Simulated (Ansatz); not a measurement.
# BH3OSSi: the cost of one run

Program: Ansatz 0.2.0. Level of theory: RHF/def2-SVP. These are calculated values, not measurements.

## (1) The system as given

Bond lengths: S1–Si2 2.108 Å, Si2–B3 1.977 Å, Si2–O4 1.695 Å, B3–O4 1.421 Å, S1–H5 1.459 Å, Si2–H6 1.489 Å, B3–H7 1.238 Å. Angles: S1–Si2–B3 112.8°, S1–Si2–O4 111.5°, S1–Si2–H6 120.7°, B3–Si2–O4 44.7°, B3–Si2–H6 126.1°, O4–Si2–H6 106.2°, Si2–S1–H5 92.2°, Si2–B3–O4 57.1°, Si2–B3–H7 134.4°, O4–B3–H7 143.7°, Si2–O4–B3 78.2°.

Structure file:

```xyz
7

S    -1.9914   -0.0142    0.6828
Si    0.0260    0.4813    0.3269
B     1.1523   -1.1020   -0.0383
O     0.6157   -0.2816   -1.0670
H    -2.4037    0.4868   -0.6241
H     0.4555    1.9045    0.2364
H     2.2068   -1.5428    0.4376
```

## (2) Relaxing the start

input.yaml

```yaml
crystal:
  periodic: [false, false, false]
  atoms:
    - { symbol: S, position_ang: [-1.9914, -0.0142, 0.6828] }
    - { symbol: Si, position_ang: [0.026, 0.4813, 0.3269] }
    - { symbol: B, position_ang: [1.1523, -1.102, -0.0383] }
    - { symbol: O, position_ang: [0.6157, -0.2816, -1.067] }
    - { symbol: H, position_ang: [-2.4037, 0.4868, -0.6241] }
    - { symbol: H, position_ang: [0.4555, 1.9045, 0.2364] }
    - { symbol: H, position_ang: [2.2068, -1.5428, 0.4376] }
basis:
  gaussian: { orbitals: def2-SVP }
hamiltonian:
  xc: hf
relax:
  f_tol: 0.02
  max_steps: 40
scf:
  lower_state_search: "off"
```

On the command line:

```console
> ansatz run input.yaml --threads 1 --pin off --max-ram 2048MiB --backend cpu --events-out ev --progress --plain --runs-dir out
```

**Question.** How long does this run take on 1 thread of Arm Neoverse V1, shared host, and how much memory does it need?

About 15 s, with a peak of 0.14 GiB.
